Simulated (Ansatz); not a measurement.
**SnH₄O₂: how energies converge with the basis set**

The task here is to estimate one member of a computed series from the others.

The runs use Ansatz 0.2.0, Gaussian basis; one geometry, several basis sets.

Plan: PBE0-D4/def2-SVP; ωB97M-V/def2-SVP; PBE0-D4/def2-QZVPP; ωB97M-V/def2-QZVPP; the functionals' def2-TZVPP values are taken from earlier runs.

## The relaxed structure

All runs share one geometry, relaxed beforehand with PBE0-D4 in a triple-zeta def2 set. Sn takes the def2 core potential; no spin-orbit term is included.

SMILES `[OH][SnH2][OH]`, 7 atoms, charge 0, spin multiplicity 1.

Atoms are counted from 1 here; the program's logs count them from 0.

Bond lengths: O1–Sn2 1.962 Å, O1–H4 0.960 Å, Sn2–O3 1.962 Å, Sn2–H5 1.700 Å, Sn2–H6 1.699 Å, O3–H7 0.960 Å. Angles: Sn2–O1–H4 113.3°, O1–Sn2–O3 107.3°, O1–Sn2–H5 111.7°, O1–Sn2–H6 103.5°, O3–Sn2–H5 103.5°, O3–Sn2–H6 111.7°, H5–Sn2–H6 118.8°, Sn2–O3–H7 113.3°.

Set-up of the first run:

File in.yaml:

```yaml
crystal:
  periodic: [false, false, false]
  atoms:
    - {symbol: O, position_ang: [-1.547418, -0.509612, -0.413721]}
    - {symbol: Sn, position_ang: [-0.003180, 0.529832, 0.206386]}
    - {symbol: O, position_ang: [1.588616, -0.593300, -0.027168]}
    - {symbol: H, position_ang: [-1.491796, -0.756300, -1.339820]}
    - {symbol: H, position_ang: [0.301186, 1.864357, -0.800952]}
    - {symbol: H, position_ang: [-0.343036, 0.804181, 1.848780]}
    - {symbol: H, position_ang: [1.556828, -1.407258, 0.480794]}
basis:
  gaussian: {orbitals: def2-SVP}
hamiltonian: {xc: pbe0, dispersion: d4}
output: {orbitals: {seedname: orbitals}}
```

Run with:

```console
$ ansatz run in.yaml --threads 4 --pin off --events-out ev --progress --plain --max-ram 10444MiB
```

Among the steps run: PBE0-D4 in def2-SVP; ωB97M-V in def2-SVP; PBE0-D4 in def2-QZVPP; ωB97M-V in def2-QZVPP.

One of the session's tables, all rows but one given; the rest of the session is left out.

It belongs to the step «Density functionals: the series». 

```
functional       basis  HOMO (eV)  LUMO (eV)
   PBE0-D4    def2-SVP          ?          ?
   PBE0-D4  def2-TZVPP      -8.50      -0.40
   PBE0-D4  def2-QZVPP      -8.56      -0.55
   ωB97M-V    def2-SVP     -10.61       1.98
   ωB97M-V  def2-TZVPP     -10.94       1.19
   ωB97M-V  def2-QZVPP     -11.00       0.84
```

Q: Estimate the row for PBE0-D4, def2-SVP from the others.

As computed: HOMO (eV): -8.21; LUMO (eV): 0.05. In the column «HOMO (eV)» it is the highest.
